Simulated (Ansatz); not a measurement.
Working through a comparison of functionals at one structure of HfRu3, space group Pm-3m

Computed with Ansatz 0.2.0 through its Python package.

Interactive session:
```pycon
>>> from dataclasses import dataclass
>>> import ansatz as az
>>> import pandas as pd
>>> @dataclass(frozen=True)
... class RunConfig:
...     mesh: tuple[int, ...] = (6, 6, 6)
...     smearing: str = "fermi_dirac"
...     smearing_width: float = 0.1
...
>>> settings = RunConfig()
>>> crystal = (
...     az.Lattice.cubic(3.955773)
...     .space_group(221)
...     .atom("Hf", [0.0, 0.0, 0.0])
...     .atom("Ru", [0.5, 0.5, 0.0])
... )
>>> calc = (
...     crystal.calculation()
...     .kpoints(*settings.mesh)
...     .occupations(settings.smearing, width=settings.smearing_width)
...     .stress()
... )
>>> rows = []
>>> for value in ["r2scan", "revpbe", "lda", "rpbe", "pbesol"]:
...     data = calc.functional(value).run().report
...     rows.append((value, data["free_energy_ev"] / len(data["lattice"]["sites"]), data["n_iterations"], sum(data["stress_gpa"][i][i] for i in range(3)) / 3, data["n_kpoints"]))
...
DeckWarning: basis.ecutwfc = 500 eV, auto-derived from the records' recommended cutoffs: set by Hf (their level for a meta-GGA)
DeckWarning: basis.ecutwfc = 420 eV, auto-derived from the records' recommended cutoffs: set by Hf (normal level)
>>> table = pd.DataFrame(rows, columns=["functional", "F/atom (eV)", "iterations", "P (GPa)", "k-points"])
>>> table.round(5)
  functional  F/atom (eV)  iterations   P (GPa)  k-points
0     r2scan  -8351.50381           8  -5.74785        20
1     revpbe  -8345.65206           7   2.10506        20
2        lda  -8188.08020           7 -14.73391        20
3       rpbe  -8348.12309           7   3.23447        20
4     pbesol  -8262.04632           7  -9.34763        20
```

From lowest to highest: LDA (-14.7 GPa), PBEsol (-9.3 GPa), r2SCAN (-5.7 GPa), revPBE (2.1 GPa) and RPBE (3.2 GPa). At a fixed cell a lower pressure usually means a smaller equilibrium volume, so LDA prefers the smallest cell and RPBE the largest.

Caveats:
- The mesh is modest for a metal, so energies can be off by several to tens of meV an atom and pressures by half a GPa or more; differences at equal mesh fare better.
- Pressure is positive in compression.
- Spin-orbit coupling, which matters for elements this heavy, is left out.
- The structure comes from a database of computed cells and needn't be a stable or known phase.
- Warnings are shown shortened and without file and line.
- Total energies of different functionals can't be compared; pressures, moments and gaps at this one structure can.
- The whole script took 18 s on 1 thread of Arm Neoverse V2, with other jobs on the host, peak memory 0.59 GiB.
